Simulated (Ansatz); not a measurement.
# C2H4AlCl: ladder of methods at one geometry from a Python script

All numbers are computed with Ansatz 0.2.0 through its Python package. The levels of theory stand in the script.

### 1 The structure

Bond lengths: Al1–C2 1.922 Å, C2–C3 1.331 Å, C3–Cl4 1.776 Å, Al1–H5 1.629 Å, Al1–H6 1.633 Å, C2–H7 1.098 Å, C3–H8 1.058 Å. Angles: Al1–C2–C3 121.2°, Al1–C2–H7 117.8°, C3–C2–H7 121.0°, C2–Al1–H5 121.3°, C2–Al1–H6 121.8°, H5–Al1–H6 116.8°, C2–C3–Cl4 118.3°, C2–C3–H8 120.3°, Cl4–C3–H8 120.8°.

The script holds or builds the structure itself.

### 2 The code

Input file run_methods.py:

```python
"""C2H4AlCl at several levels of theory."""

from pathlib import Path

import ansatz
import numpy as np

geometry_ang = [
    ("Al", [-0.118, 1.501, -0.1941]),
    ("C", [0.3118, -0.3605, -0.4066]),
    ("C", [-0.1153, -1.2702, 0.4665]),
    ("Cl", [0.4361, -2.9473, 0.2723]),
    ("H", [0.3304, 2.6047, -1.3047]),
    ("H", [-1.0511, 2.0327, 1.0361]),
    ("H", [0.9444, -0.6457, -1.257]),
    ("H", [-0.6463, -0.9718, 1.3316]),
]
molecule = ansatz.Crystal.molecule()
for symbol, xyz in geometry_ang:
    molecule = molecule.atom(symbol, xyz)

base = (
    molecule.calculation()
    .basis(gaussian="def2-SVP")
    .scf(lower_state_search="standard")
)

print("functional    E (Ha)        dipole (D)   HOMO (eV)  LUMO (eV)")
for name in ["pbe0", "hf", "lc_wpbe", "blyp", "hse06", "r2scan0"]:
    r = base.functional(name).forces().orbitals().run(threads=1, runs_dir="runs").report
    lines = Path(r["orbitals_path"]).read_text().splitlines()
    field_of = lambda key: [line.split("=")[1].strip() for line in lines if line.startswith(key)]
    orbitals = [(27.211386 * float(e), s, float(n)) for e, s, n in zip(field_of("Ene="), field_of("Spin="), field_of("Occup="))]
    homo = max(e for e, _, n in orbitals if n > 0.5)
    lumo = min(e for e, _, n in orbitals if n < 0.5)
    dipole = 4.803205 * np.linalg.norm(r["charge_distribution"]["dipole_moment_e_ang"])
    print(f"{name:10s} {r['free_energy_ev'] / 27.211386246:14.6f} {dipole:9.3f} {homo:11.3f} {lumo:10.3f}")
```

### 3 The calls as engine input

The package turns the script's settings into the engine's input (first run):

```yaml
crystal:
  periodic: [false, false, false]
  atoms:
    - { symbol: Al, position_ang: [-0.118, 1.501, -0.1941] }
    - { symbol: C, position_ang: [0.3118, -0.3605, -0.4066] }
    - { symbol: C, position_ang: [-0.1153, -1.2702, 0.4665] }
    - { symbol: Cl, position_ang: [0.4361, -2.9473, 0.2723] }
    - { symbol: H, position_ang: [0.3304, 2.6047, -1.3047] }
    - { symbol: H, position_ang: [-1.0511, 2.0327, 1.0361] }
    - { symbol: H, position_ang: [0.9444, -0.6457, -1.257] }
    - { symbol: H, position_ang: [-0.6463, -0.9718, 1.3316] }
basis:
  gaussian:
    orbitals: def2-SVP
hamiltonian:
  xc: pbe0
scf:
  lower_state_search: standard
output:
  orbitals: {}
  forces: true
```

### 4 Launch

Run with:

```sh
python run_methods.py
```

**Question.** How long does this script take on 1 thread of Arm Neoverse V2, shared host, and how much memory does it need?

About 15 s, with a peak of 0.24 GiB.
